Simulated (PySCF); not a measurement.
**C₄H₁₃BN−: runs on many settings**

Aim: see how C₄H₁₃BN− (`C[BH2-]N(C)CC`) answers to the choice of functional, basis, grid and SCF options.

Programs: PySCF 2.14.0, with density-fitted response routines of our own. Each step states its level of theory. These are calculated values for one molecule in the gas phase, unless marked as measured. Atoms are numbered from 0 throughout.

## 1. The starting structure

19 atoms, charge -1, multiplicity 1; geometry from: GFN2-xTB.

Bonds of the start (Å): C0–B1 1.66, B1–N2 1.56, N2–C3 1.43, N2–C4 1.42, C4–C5 1.55, C0–H6 1.09, C0–H7 1.09, C0–H8 1.09, B1–H9 1.23, B1–H10 1.22, C3–H11 1.11, C3–H12 1.09, C3–H13 1.11, C4–H14 1.09, C4–H15 1.11, C5–H16 1.09, C5–H17 1.08, C5–H18 1.09.

## 2. Shielding tensors: PBE0/pcSseg-1

The job: settings as JSON, then the geometry in Å.

```
{"job": {"kind": "nmr", "xc": "PBE0", "basis": "pcSseg-1"}, "charge": -1, "multiplicity": 1}
C     -1.757490    -0.913654    -0.666341
B     -1.387300    -0.045318     0.698529
N     -0.018636     0.696740     0.631804
C      0.124616     1.702208    -0.370339
C      1.187229    -0.008147     0.905917
C      1.789758    -0.868280    -0.233712
H     -2.795606    -1.259399    -0.635116
H     -1.652993    -0.320842    -1.579567
H     -1.140521    -1.808307    -0.796560
H     -2.246043     0.814426     0.861783
H     -1.357459    -0.788509     1.668035
H      0.987916     2.358176    -0.147980
H     -0.779184     2.313096    -0.377177
H      0.270354     1.324817    -1.406888
H      0.988394    -0.669799     1.754485
H      1.977939     0.712820     1.215026
H      2.101982    -0.238930    -1.065633
H      1.039624    -1.566790    -0.588839
H      2.657617    -1.425054     0.125111
```

Method: GIAO PBE0/pcSseg-1 NMR shielding, non-relativistic, gas phase.

Command:

```console
OMP_NUM_THREADS=1 python probes_run.py task.json out
```

One launch serves the whole session: the jobs run in the order shown.

The log of the run:

```text
coarse grid: 14552 points
cycle   1  E = -239.3692101038  dE =  2.918e-01  |g| = 6.594e-01  |ddm| = 3.559e+00
cycle   2  E = -239.2633862385  dE =  1.058e-01  |g| = 9.364e-01  |ddm| = 3.075e+00
cycle   3  E = -239.5062610187  dE = -2.429e-01  |g| = 1.304e-01  |ddm| = 2.090e+00
cycle   4  E = -239.5094672618  dE = -3.206e-03  |g| = 3.828e-02  |ddm| = 1.433e-01
cycle   5  E = -239.5097725127  dE = -3.053e-04  |g| = 9.348e-03  |ddm| = 5.312e-02
cycle   6  E = -239.5097934231  dE = -2.091e-05  |g| = 1.798e-03  |ddm| = 1.235e-02
cycle   7  E = -239.5097942215  dE = -7.984e-07  |g| = 4.033e-04  |ddm| = 2.064e-03
final grid: 136872 points
cycle   8  E = -239.5435488850  dE = -4.209e-05  |g| = 9.289e-03  |ddm| = 2.717e-02
cycle   9  E = -239.5435354579  dE =  1.343e-05  |g| = 1.177e-02  |ddm| = 2.743e-02
cycle  10  E = -239.5435720352  dE = -3.658e-05  |g| = 1.140e-03  |ddm| = 1.598e-02
cycle  11  E = -239.5435722920  dE = -2.568e-07  |g| = 2.690e-04  |ddm| = 1.378e-03
cycle  12  E = -239.5435723064  dE = -1.436e-08  |g| = 5.264e-05  |ddm| = 2.775e-04
cycle  13  E = -239.5435723071  dE = -6.550e-10  |g| = 1.601e-05  |ddm| = 9.055e-05
converged SCF energy = -239.5435723071

GIAO shielding tensors (ppm)
atom      isotropic    diamagn.    paramagn.     s11        s22        s33       span
  0 C      182.448     248.629     -66.181    167.118    183.492    196.733     29.615
  1 B      115.780     183.692     -67.912    103.275    105.981    138.084     34.809
  2 N      229.309     321.718     -92.408    203.534    229.548    254.846     51.312
  3 C      143.828     244.619    -100.792    118.648    129.903    182.932     64.284
  4 C      126.793     241.405    -114.612    101.552    111.126    167.701     66.149
  5 C      170.342     249.994     -79.653    147.158    177.860    186.007     38.849
  6 H       32.657      31.441       1.215     28.753     29.947     39.269     10.516
  7 H       31.635      32.633      -0.998     27.791     31.762     35.350      7.559
  8 H       32.597      32.668      -0.071     28.674     31.859     37.259      8.585
  9 H       29.361      31.127      -1.766     25.151     29.948     32.985      7.834
 10 H       29.383      31.149      -1.766     25.759     29.753     32.637      6.878
 11 H       29.643      30.192      -0.549     25.935     27.138     35.856      9.921
 12 H       28.823      30.489      -1.666     25.270     26.815     34.384      9.114
 13 H       28.433      31.247      -2.814     24.558     26.673     34.066      9.508
 14 H       28.068      30.628      -2.561     23.408     28.192     32.602      9.194
 15 H       28.679      30.077      -1.397     22.641     29.301     34.096     11.455
 16 H       30.281      31.803      -1.522     25.938     30.420     34.483      8.545
 17 H       30.695      32.141      -1.447     25.755     30.715     35.614      9.858
 18 H       31.715      30.438       1.277     28.154     29.013     37.980      9.826
```

Wall time 22 s (1 thread of Arm Neoverse V1, shared host); peak memory 0.75 GiB.

Shifts follow as δ = σ(reference) − σ, with reference shieldings (ppm) from runs at the same level and on the same kind of geometry: ¹H TMS 31.72, ¹³C TMS 186.9, ¹⁵N NH3 267.7, ¹¹B BF3·OEt2 100.1. The references are single molecules in the gas phase, so shifts against H2O, NH3, PH3, H3PO4 or CFCl3 are not on the usual liquid scales and can be off by tens of ppm. Atoms listed in one row are averaged.

```csv
atoms,environment,σ (ppm),δ (ppm)
C4,sp3 CH2 bonded to N,126.8,60.1
C3,methyl carbon bonded to N,143.8,43.1
C5,methyl carbon,170.3,16.6
C0,methyl carbon bonded to B,182.4,4.5
"H14, H15",hydrogen on an sp3 CH2 bonded to N,28.37,3.34
"H11, H12, H13",hydrogen on a methyl carbon bonded to N,28.97,2.75
"H9, H10","hydrogen on a boron bonded to C, N",29.37,2.34
"H16, H17, H18",hydrogen on a methyl carbon,30.90,0.82
"H6, H7, H8",hydrogen on a methyl carbon bonded to B,32.30,-0.58
B1,"boron bonded to C, N, 2 H",115.8,-15.7
N2,"nitrogen bonded to 2 C, B",229.3,38.4
```

The run also stored atomic charges by several schemes (e):

```csv
atoms,Mulliken,IAO,Hirshfeld,ESP fit
C0,-0.49,-0.55,-0.23,-0.21
B1,0.21,-0.22,-0.08,0.47
N2,-0.64,-0.32,-0.16,-0.61
C3,-0.06,-0.28,-0.09,-0.20
C4,-0.03,-0.12,-0.04,0.43
C5,-0.29,-0.44,-0.14,-0.19
```

Mayer bond orders: C0–B1 0.90, B1–N2 0.82, N2–C3 1.05, N2–C4 1.08, C4–C5 1.00.

## 3. Ultraviolet spectrum: PBE0/def2-SVPD

The job, as its differences from that of step 2:

```diff
@@ -1,2 +1,2 @@
-{"job": {"kind": "nmr", "xc": "PBE0", "basis": "pcSseg-1"}, "charge": -1, "multiplicity": 1}
+{"job": {"kind": "uv", "xc": "PBE0", "basis": "def2-SVPD", "nstates": 6, "ntriplets": 2}, "charge": -1, "multiplicity": 1}
 C     -1.757490    -0.913654    -0.666341
```

With the program's defaults for keys left out, this is: TDDFT PBE0/def2-SVPD, vertical, gas phase, core orbitals frozen in the response.

The log of the run:

```text
coarse grid: 14552 points
cycle   1  E = -239.2468942562  dE =  2.351e-01  |g| = 6.432e-01  |ddm| = 5.751e+00
cycle   2  E = -239.0600486234  dE =  1.868e-01  |g| = 1.053e+00  |ddm| = 1.291e+01
cycle   3  E = -239.3805812160  dE = -3.205e-01  |g| = 1.552e-01  |ddm| = 1.203e+01
cycle   4  E = -239.3853592097  dE = -4.778e-03  |g| = 4.767e-02  |ddm| = 2.869e-01
cycle   5  E = -239.3858756136  dE = -5.164e-04  |g| = 1.118e-02  |ddm| = 1.505e-01
cycle   6  E = -239.3859079386  dE = -3.233e-05  |g| = 2.007e-03  |ddm| = 4.661e-02
cycle   7  E = -239.3859090639  dE = -1.125e-06  |g| = 5.719e-04  |ddm| = 1.113e-02
final grid: 136872 points
cycle   8  E = -239.4187950642  dE = -5.477e-05  |g| = 9.020e-03  |ddm| = 1.992e-01
cycle   9  E = -239.4187792905  dE =  1.577e-05  |g| = 1.184e-02  |ddm| = 4.804e-02
cycle  10  E = -239.4188171778  dE = -3.789e-05  |g| = 1.309e-03  |ddm| = 2.552e-02
cycle  11  E = -239.4188175412  dE = -3.634e-07  |g| = 3.038e-04  |ddm| = 2.708e-03
cycle  12  E = -239.4188175605  dE = -1.937e-08  |g| = 6.729e-05  |ddm| = 7.337e-04
cycle  13  E = -239.4188175617  dE = -1.174e-09  |g| = 1.748e-05  |ddm| = 3.110e-04
cycle  14  E = -239.4188175618  dE = -7.850e-11  |g| = 4.526e-06  |ddm| = 4.439e-05
converged SCF energy = -239.4188175618

Static polarisability (au): isotropic 93.270, principal 86.880 91.205 101.725

Singlet excitations
state   eV       nm        f      main configurations
  1   3.5840    345.9   0.01264   H->L 0.97
  2   4.2036    294.9   0.04220   H->L+1 0.92
  3   4.3648    284.1   0.02985   H->L+2 0.58, H->L+3 0.36
  4   4.4238    280.3   0.05286   H->L+3 0.57, H->L+2 0.40
  5   5.1152    242.4   0.00620   H->L+4 0.98
  6   5.5477    223.5   0.00263   H->L+5 0.97

Triplet excitations (Tamm-Dancoff, eV): 3.4719 4.1315
```

It took 36 s on 1 thread of Arm Neoverse V1, shared host; peak memory 0.9 GiB.

The orbitals next to the gap, with their largest atomic shares:

```csv
orbital,eV,atoms
HOMO−3,-3.76,"N2 26 %, B1 20 %, C0 17 %"
HOMO−2,-2.88,"B1 29 %, C0 20 %, N2 13 %"
HOMO−1,-2.28,"B1 35 %, H10 22 %, H9 19 %"
HOMO,-0.35,"N2 50 %, C0 9 %, C3 8 %"
LUMO,4.21,"C5 22 %, H18 11 %, H16 10 %"
LUMO+1,4.81,"B1 27 %, C5 14 %, H18 11 %"
LUMO+2,5.03,"C3 17 %, B1 16 %, H11 11 %"
```

With each of the 6 states as a Gaussian band of 0.4 eV half-width at 1/e, the curve within the window shown has maxima at 286 nm (ε 4,800) L/(mol cm). Beyond the last state computed it falls off for lack of states. The curve at chosen wavelengths:

```json
{"nm": "212", "ε (L/mol/cm)": "69"}
{"nm": "220", "ε (L/mol/cm)": "148"}
{"nm": "228", "ε (L/mol/cm)": "234"}
{"nm": "236", "ε (L/mol/cm)": "324"}
{"nm": "244", "ε (L/mol/cm)": "484"}
{"nm": "253", "ε (L/mol/cm)": "998"}
{"nm": "261", "ε (L/mol/cm)": "1955"}
{"nm": "269", "ε (L/mol/cm)": "3226"}
{"nm": "277", "ε (L/mol/cm)": "4323"}
{"nm": "285", "ε (L/mol/cm)": "4790"}
{"nm": "293", "ε (L/mol/cm)": "4518"}
{"nm": "301", "ε (L/mol/cm)": "3744"}
{"nm": "309", "ε (L/mol/cm)": "2819"}
{"nm": "318", "ε (L/mol/cm)": "1924"}
{"nm": "326", "ε (L/mol/cm)": "1366"}
{"nm": "334", "ε (L/mol/cm)": "1013"}
{"nm": "342", "ε (L/mol/cm)": "797"}
{"nm": "350", "ε (L/mol/cm)": "651"}
{"nm": "358", "ε (L/mol/cm)": "537"}
{"nm": "366", "ε (L/mol/cm)": "434"}
{"nm": "374", "ε (L/mol/cm)": "340"}
{"nm": "383", "ε (L/mol/cm)": "247"}
{"nm": "391", "ε (L/mol/cm)": "178"}
{"nm": "399", "ε (L/mol/cm)": "125"}
{"nm": "407", "ε (L/mol/cm)": "84"}
{"nm": "415", "ε (L/mol/cm)": "56"}
```

Ground-state properties from the same run:

```csv
property,computed
polarisability (Å³),13.82
HOMO–LUMO gap (eV),4.56
−ε(HOMO) (eV),0.35
```

## 4. Ultraviolet spectrum: PBE0/def2-SVPD

The job, as its differences from that of step 3:

```diff
@@ -1,2 +1,2 @@
-{"job": {"kind": "uv", "xc": "PBE0", "basis": "def2-SVPD", "nstates": 6, "ntriplets": 2}, "charge": -1, "multiplicity": 1}
+{"job": {"kind": "uv", "xc": "PBE0", "basis": "def2-SVPD", "nstates": 6, "ntriplets": 2, "tda": false, "scf": {"guess": "huckel", "aux": "def2-qzvpp-jkfit"}}, "charge": -1, "multiplicity": 1}
 C     -1.757490    -0.913654    -0.666341
```

With the program's defaults for keys left out, this is: TDDFT PBE0/def2-SVPD, vertical, gas phase, core orbitals frozen in the response.

The log of the run:

```text
final grid: 136872 points
cycle   1  E = -236.6360672552  dE = -3.027e-01  |g| = 3.464e+00  |ddm| = 9.377e+00
cycle   2  E = -232.1854378967  dE =  4.451e+00  |g| = 4.333e+00  |ddm| = 3.190e+02
cycle   3  E = -239.1924667330  dE = -7.007e+00  |g| = 8.683e-01  |ddm| = 3.194e+02
cycle   4  E = -239.3570802873  dE = -1.646e-01  |g| = 5.180e-01  |ddm| = 2.702e+00
cycle   5  E = -239.4154111237  dE = -5.833e-02  |g| = 1.142e-01  |ddm| = 1.025e+00
cycle   6  E = -239.4182481940  dE = -2.837e-03  |g| = 4.754e-02  |ddm| = 3.671e-01
cycle   7  E = -239.4187840797  dE = -5.359e-04  |g| = 1.168e-02  |ddm| = 1.178e-01
cycle   8  E = -239.4188179363  dE = -3.386e-05  |g| = 1.731e-03  |ddm| = 2.871e-02
cycle   9  E = -239.4188186671  dE = -7.308e-07  |g| = 6.663e-04  |ddm| = 7.652e-03
cycle  10  E = -239.4188187730  dE = -1.059e-07  |g| = 1.781e-04  |ddm| = 1.671e-03
cycle  11  E = -239.4188187812  dE = -8.279e-09  |g| = 2.495e-05  |ddm| = 5.405e-04
cycle  12  E = -239.4188187814  dE = -1.888e-10  |g| = 1.309e-05  |ddm| = 2.034e-04
converged SCF energy = -239.4188187814

Static polarisability (au): isotropic 93.270, principal 86.881 91.206 101.725

Singlet excitations
state   eV       nm        f      main configurations
  1   3.5840    345.9   0.01264   H->L 0.97
  2   4.2036    294.9   0.04220   H->L+1 0.92
  3   4.3648    284.1   0.02985   H->L+2 0.58, H->L+3 0.36
  4   4.4238    280.3   0.05286   H->L+3 0.57, H->L+2 0.40
  5   5.1152    242.4   0.00620   H->L+4 0.98
  6   5.5477    223.5   0.00263   H->L+5 0.97

Triplet excitations (Tamm-Dancoff, eV): 3.4719 4.1315
```

It took 41 s on 1 thread of Arm Neoverse V1, shared host; peak memory 0.84 GiB.

This run: HOMO -0.35 eV, LUMO 4.21 eV; lowest singlet 3.58 eV.

## 5. NMR shieldings: wB97X-D/6-311G**

The job, as its differences from that of step 4:

```diff
@@ -1,2 +1,2 @@
-{"job": {"kind": "uv", "xc": "PBE0", "basis": "def2-SVPD", "nstates": 6, "ntriplets": 2, "tda": false, "scf": {"guess": "huckel", "aux": "def2-qzvpp-jkfit"}}, "charge": -1, "multiplicity": 1}
+{"job": {"kind": "nmr", "xc": "wB97X-D", "basis": "6-311G**", "pop": true, "scf": {"aux": "sto-3g", "guess": "random", "max_cycle": 99}}, "charge": -1, "multiplicity": 1}
 C     -1.757490    -0.913654    -0.666341
```

Method: GIAO wB97X-D/6-311G** NMR shielding, non-relativistic, gas phase.

The log of the run:

```text
start from random orthonormal orbitals
final grid: 136872 points
cycle   1  E = -199.7548804092  dE = -2.132e+02  |g| = 1.485e+01  |ddm| = 2.504e+02
cycle   2  E = -185.2152361327  dE =  1.454e+01  |g| = 8.088e+00  |ddm| = 1.049e+02
cycle   3  E = -190.7451249406  dE = -5.530e+00  |g| = 1.018e+01  |ddm| = 1.053e+02
cycle   4  E = -233.2537213202  dE = -4.251e+01  |g| = 5.315e+00  |ddm| = 1.472e+01
cycle   5  E = -243.2875389479  dE = -1.003e+01  |g| = 1.903e+00  |ddm| = 6.415e+00
cycle   6  E = -244.5245382388  dE = -1.237e+00  |g| = 7.417e-01  |ddm| = 3.671e+00
cycle   7  E = -244.6628551904  dE = -1.383e-01  |g| = 2.316e-01  |ddm| = 7.466e-01
cycle   8  E = -244.6796745191  dE = -1.682e-02  |g| = 1.039e-01  |ddm| = 3.289e-01
cycle   9  E = -244.6826574257  dE = -2.983e-03  |g| = 1.943e-02  |ddm| = 1.055e-01
cycle  10  E = -244.6828072367  dE = -1.498e-04  |g| = 5.728e-03  |ddm| = 3.303e-02
cycle  11  E = -244.6828190453  dE = -1.181e-05  |g| = 1.122e-03  |ddm| = 8.779e-03
cycle  12  E = -244.6828195856  dE = -5.402e-07  |g| = 4.088e-04  |ddm| = 2.136e-03
cycle  13  E = -244.6828196436  dE = -5.801e-08  |g| = 1.124e-04  |ddm| = 6.160e-04
cycle  14  E = -244.6828196493  dE = -5.697e-09  |g| = 2.981e-05  |ddm| = 2.062e-04
cycle  15  E = -244.6828196497  dE = -4.313e-10  |g| = 5.918e-06  |ddm| = 5.957e-05
converged SCF energy = -244.6828196497

GIAO shielding tensors (ppm)
atom      isotropic    diamagn.    paramagn.     s11        s22        s33       span
  0 C      180.866     252.111     -71.245    176.206    181.708    184.683      8.478
  1 B      149.895     200.698     -50.804    140.984    146.904    161.797     20.813
  2 N      257.863     327.846     -69.983    241.429    260.340    271.819     30.390
  3 C      160.516     250.913     -90.397    144.235    152.260    185.052     40.817
  4 C      159.060     254.139     -95.079    143.000    151.518    182.662     39.661
  5 C      173.850     252.460     -78.609    165.015    174.982    181.554     16.538
  6 H       37.959      36.797       1.162     35.060     36.325     42.490      7.430
  7 H       37.637      41.138      -3.501     35.243     37.529     40.141      4.898
  8 H       37.625      40.968      -3.343     34.877     37.728     40.271      5.394
  9 H       34.698      37.462      -2.764     31.070     34.040     38.984      7.914
 10 H       34.807      38.184      -3.377     31.633     34.100     38.687      7.054
 11 H       35.249      37.287      -2.038     31.970     32.694     41.083      9.113
 12 H       35.163      38.162      -2.999     32.084     32.845     40.560      8.476
 13 H       34.744      40.760      -6.016     31.536     32.344     40.351      8.815
 14 H       34.969      39.680      -4.710     31.276     33.967     39.665      8.389
 15 H       34.930      37.768      -2.839     30.418     34.065     40.306      9.888
 16 H       36.449      39.551      -3.102     33.590     36.043     39.713      6.123
 17 H       36.162      41.116      -4.954     32.596     36.824     39.065      6.470
 18 H       36.977      35.880       1.097     34.256     34.664     42.010      7.753
```

It took 26 s on 1 thread of Arm Neoverse V1, shared host; peak memory 0.52 GiB.

It converged, yet the result is unsound: the fitting basis sto-3g is not made for Coulomb and exchange fitting here. Its shieldings differ from those of step 2 (PBE0/pcSseg-1) by up to 34 ppm (B1).

## 6. Shielding tensors: BHandHLYP/cc-pVDZ

The job, as its differences from that of step 5:

```diff
@@ -1,2 +1,2 @@
-{"job": {"kind": "nmr", "xc": "wB97X-D", "basis": "6-311G**", "pop": true, "scf": {"aux": "sto-3g", "guess": "random", "max_cycle": 99}}, "charge": -1, "multiplicity": 1}
+{"job": {"kind": "nmr", "xc": "BHandHLYP", "basis": "cc-pVDZ", "pop": true, "scf": {"conv": 1e-11}}, "charge": -1, "multiplicity": 1}
 C     -1.757490    -0.913654    -0.666341
```

With the program's defaults for keys left out, this is: GIAO BHandHLYP/cc-pVDZ NMR shielding, non-relativistic, gas phase.

The log of the run:

```text
final grid: 136872 points
cycle   1  E = -239.6189954440  dE =  4.847e-01  |g| = 5.490e-01  |ddm| = 7.194e+00
cycle   2  E = -239.6412064281  dE = -2.221e-02  |g| = 5.271e-01  |ddm| = 2.543e+00
cycle   3  E = -239.7156285875  dE = -7.442e-02  |g| = 7.212e-02  |ddm| = 1.160e+00
cycle   4  E = -239.7165243196  dE = -8.957e-04  |g| = 3.325e-02  |ddm| = 1.457e-01
cycle   5  E = -239.7167932680  dE = -2.689e-04  |g| = 5.342e-03  |ddm| = 5.997e-02
cycle   6  E = -239.7168006931  dE = -7.425e-06  |g| = 1.004e-03  |ddm| = 1.034e-02
cycle   7  E = -239.7168010162  dE = -3.230e-07  |g| = 2.863e-04  |ddm| = 2.656e-03
cycle   8  E = -239.7168010448  dE = -2.864e-08  |g| = 6.915e-05  |ddm| = 7.815e-04
cycle   9  E = -239.7168010468  dE = -1.972e-09  |g| = 1.912e-05  |ddm| = 2.292e-04
cycle  10  E = -239.7168010469  dE = -1.252e-10  |g| = 6.179e-06  |ddm| = 5.826e-05
cycle  11  E = -239.7168010469  dE = -1.324e-11  |g| = 1.296e-06  |ddm| = 1.572e-05
cycle  12  E = -239.7168010469  dE = -2.046e-12  |g| = 3.547e-07  |ddm| = 5.021e-06
converged SCF energy = -239.7168010469

GIAO shielding tensors (ppm)
atom      isotropic    diamagn.    paramagn.     s11        s22        s33       span
  0 C      192.380     240.005     -47.625    179.581    193.700    203.859     24.278
  1 B      128.302     193.148     -64.845    117.023    119.466    148.418     31.395
  2 N      244.598     307.650     -63.053    220.097    248.634    265.061     44.965
  3 C      157.492     243.989     -86.496    133.661    145.388    193.428     59.767
  4 C      141.783     241.164     -99.380    119.170    127.192    178.988     59.817
  5 C      181.582     246.767     -65.184    160.937    188.397    195.413     34.476
  6 H       32.842      30.640       2.202     29.131     30.228     39.167     10.036
  7 H       31.990      32.086      -0.096     28.379     32.021     35.569      7.190
  8 H       32.735      32.123       0.611     28.904     32.070     37.230      8.326
  9 H       29.823      32.657      -2.834     25.822     30.207     33.441      7.619
 10 H       29.795      33.173      -3.377     26.423     29.920     33.043      6.621
 11 H       30.034      30.644      -0.610     26.540     27.388     36.175      9.635
 12 H       29.216      30.983      -1.767     25.537     27.378     34.735      9.198
 13 H       28.862      32.533      -3.671     25.179     27.092     34.314      9.135
 14 H       28.437      31.168      -2.730     23.836     28.463     33.013      9.177
 15 H       29.136      30.097      -0.961     23.442     29.497     34.467     11.025
 16 H       30.619      32.332      -1.712     26.485     30.650     34.723      8.238
 17 H       30.819      33.060      -2.242     25.889     30.986     35.580      9.692
 18 H       31.916      30.234       1.682     28.506     29.205     38.035      9.529
```

Wall time 24 s (1 thread of Arm Neoverse V1, shared host); peak memory 0.73 GiB.

This run: δ C4 57.6, C3 41.9, C5 17.8, C0 7.0, H14 3.15, H11 2.57 ppm (means over like atoms).

## 7. Comparing the runs: NMR shifts

Shifts (ppm) of some atoms, chosen among heavy atoms and hydrogens apart, means over like atoms, with basis size and wall time:

```csv
run,C4,C3,C5,C0,H14,H9,N2,functions,time
PBE0/pcSseg-1,60.1,43.1,16.6,4.5,3.34,2.34,38.4,167,22 s
BHandHLYP/cc-pVDZ,57.6,41.9,17.8,7.0,3.15,2.13,30.8,149,24 s
```

## 8. What came out

| quantity | value |
| --- | --- |
| ¹³C shifts against TMS (PBE0/pcSseg-1) | 60.1, 43.1, 16.6, 4.5 ppm |
| ¹H shifts against TMS (PBE0/pcSseg-1, means over atoms taken as alike) | 3.34, 2.75, 2.34, 0.82, -0.58 ppm |
| ¹¹B shifts against BF3·OEt2 (PBE0/pcSseg-1) | -15.7 ppm |
| ¹⁵N shifts against NH3 (PBE0/pcSseg-1) | 38.4 ppm |
| lowest singlet (PBE0/def2-SVPD) | 3.58 eV (346 nm), f = 0.013 |
| brightest single state of those computed | state 4, 4.42 eV, f = 0.053 |
| lowest triplet | 3.47 eV |
| range of the shift of N2 | 30.8 to 38.4 ppm |
| property runs in this session | 5, of which 0 failed and 1 gave unsound results |

**Reading.** Single values in the summary come from the first sound run of each kind (PBE0/pcSseg-1; PBE0/def2-SVPD), which need not be the best level. H14, H15 (mean) (hydrogen on an sp3 CH2 bonded to N) lies farthest downfield among hydrogen, at 3.34 ppm; its carbon carries N, an electronegative neighbour. The first singlet state (HOMO→LUMO 0.97) lies at 3.58 eV and is weak; of the 6 states computed, the strongest absorption comes from state 4 at 4.42 eV. The lowest triplet lies 0.11 eV below the lowest singlet (triplets in Tamm-Dancoff, singlets in full TDDFT). The lowest singlet lies above −ε(HOMO); no detachment energy was computed, so the anion's states may not be bound. Among the atoms with a shift in every run: In ppm, N2 moves most: its shift spreads over 7.6 ppm, from 30.8 (BHandHLYP/cc-pVDZ) to 38.4 (PBE0/pcSseg-1).
